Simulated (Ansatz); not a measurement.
# ClFGaH2N: the cost of one run

Program: Ansatz 0.2.0. Level of theory: RKS PBE0/def2-SVP. These are calculated values, not measurements.

## 1. The structure to begin with

Bond lengths: N1–Ga2 1.682 Å, Ga2–F3 1.565 Å, Ga2–Cl4 1.386 Å, N1–H5 1.072 Å, N1–H6 1.094 Å. Angles: N1–Ga2–F3 90.6°, N1–Ga2–Cl4 151.0°, F3–Ga2–Cl4 116.3°, Ga2–N1–H5 105.9°, Ga2–N1–H6 112.4°, H5–N1–H6 100.3°.

Structure file:

```xyz
6

N     0.1145    0.9032    0.1249
Ga   -0.0304   -0.7671   -0.0093
F     1.4704   -0.9468    0.3953
Cl   -0.6732   -1.8918   -0.5014
H    -0.6974    1.2191    0.7492
H    -0.1419    1.4195   -0.8048
```

## 2. End point A

input.yaml

```yaml
crystal:
  periodic: [false, false, false]
  atoms:
    - { symbol: "N", position_ang: [0.1145, 0.9032, 0.1249] }
    - { symbol: Ga, position_ang: [-0.0304, -0.7671, -0.0093] }
    - { symbol: F, position_ang: [1.4704, -0.9468, 0.3953] }
    - { symbol: Cl, position_ang: [-0.6732, -1.8918, -0.5014] }
    - { symbol: H, position_ang: [-0.6974, 1.2191, 0.7492] }
    - { symbol: H, position_ang: [-0.1419, 1.4195, -0.8048] }
basis:
  gaussian: { orbitals: def2-SVP }
hamiltonian:
  xc: pbe0
relax:
  f_tol: 0.015
  max_steps: 40
output:
  orbitals: {}
```

On the command line:

```bash
ansatz run input.yaml --threads 1 --pin off --max-ram 2048MiB --backend cpu --events-out ev --progress --plain --runs-dir out
```

What time and memory should one allow on 1 thread of Arm Neoverse V1, shared host?

About 69 s, with a peak of 0.19 GiB.
